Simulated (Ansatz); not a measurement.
A nudged elastic band was laid between two geometries of a periodic cell of 17 atoms, Ti₈Ru₈Au (surface TiRu(001), adsorbate Au).

These are results of DFT PBE, scalar-relativistic, plane waves, PAW (Ansatz 0.2.0), not measurements. Settings: cutoff 420 eV, k mesh 3x3x1, fermi-dirac smearing 0.1 eV, no spin polarisation.

```json
{
 "movable images": "3",
 "climbing image": "yes",
 "spring": "1.0 eV/Å²",
 "optimiser": "lbfgs",
 "start path": "straight line",
 "force threshold": "0.05 eV/Å",
 "iteration limit": "44",
 "end points": "relaxed",
 "atoms held": "2, 6, 10, 14"
}
```

First end point:

```xyz
17
Lattice="6.1400 0.0000 0.0000 0.0000 6.1400 0.0000 0.0000 0.0000 16.6050" Properties=species:S:1:pos:R:3
Ti 1.531 1.531 2.229
Ru 0.000 0.000 1.000
Ti 1.557 1.557 5.351
Ru -0.002 -0.003 4.009
Ti 1.531 4.606 2.229
Ru 0.000 3.070 1.000
Ti 1.559 4.574 5.352
Ru -0.002 3.068 3.979
Ti 4.607 1.530 2.229
Ru 3.070 0.000 1.000
Ti 4.574 1.558 5.351
Ru 3.068 -0.003 3.979
Ti 4.606 4.606 2.230
Ru 3.070 3.070 1.000
Ti 4.576 4.575 5.352
Ru 3.068 3.068 3.913
Au 3.061 3.059 7.202
```

Last end point:

Only the atoms that move by more than 0.05 Å are listed.
```
Ti3 1.504 1.558 5.351
Ti7 1.506 4.575 5.352
Ru8 -0.002 3.068 3.913
Ti11 4.627 1.557 5.351
Ti15 4.629 4.574 5.352
Ru16 3.068 3.068 3.979
Au17 6.131 3.059 7.202
```

Q: Which bonds break or form, and what moves?

A: The atom that moves furthest is Au17, by 3.07 Å; four of its nearest neighbours are Ti3 2.82, Ti11 2.82, Ti7 2.82, Ti15 2.83 Å at the first end and Ti11 2.82, Ti3 2.82, Ti15 2.82, Ti7 2.83 Å at the last.

Q: Give the energies along the band, and the barrier.

A: The forces met the threshold. The highest image is number 2 of 0 to 4, 0.37 eV above the ends, which have the same energy within 2 meV. By the program's own check the climbing image is of a kind that is not told: the force calls were inconclusive, a negative curvature could not be distinguished from the path's own, the only one lies far off the path, or fixed occupations may fill a level only in part (lowest curvatures found: -0.40 and 0.51 eV/Å²). Limits of this set-up: coarse k mesh, thin slab, slab without dipole correction, a typed lattice constant that wasn't relaxed here.

```
image  path coordinate (Å)  energy (eV)
    0                 0.00         0.00
    1                 0.80         0.22
    2                 1.60         0.37
    3                 2.39         0.23
    4                 3.19         0.00
```

Q: What is the geometry of the highest image?

A: 
```xyz
17
Lattice="6.1400 0.0000 0.0000 0.0000 6.1400 0.0000 0.0000 0.0000 16.6050" Properties=species:S:1:pos:R:3
Ti 1.534 1.532 2.224
Ru 0.000 0.000 1.000
Ti 1.534 1.531 5.308
Ru 0.003 -0.002 3.987
Ti 1.534 4.605 2.224
Ru 0.000 3.070 1.000
Ti 1.534 4.606 5.308
Ru 0.003 3.068 3.956
Ti 4.604 1.532 2.232
Ru 3.070 0.000 1.000
Ti 4.604 1.575 5.379
Ru 3.065 -0.002 3.987
Ti 4.604 4.606 2.232
Ru 3.070 3.070 1.000
Ti 4.604 4.558 5.380
Ru 3.065 3.068 3.955
Au 4.599 3.065 7.550
```

The run took 20 min on 4 threads of Intel(R) Xeon(R) Platinum 8259CL CPU @ 2.50GHz (Skylake/Cascade Lake) (shared host), peak memory 3.4 GiB.
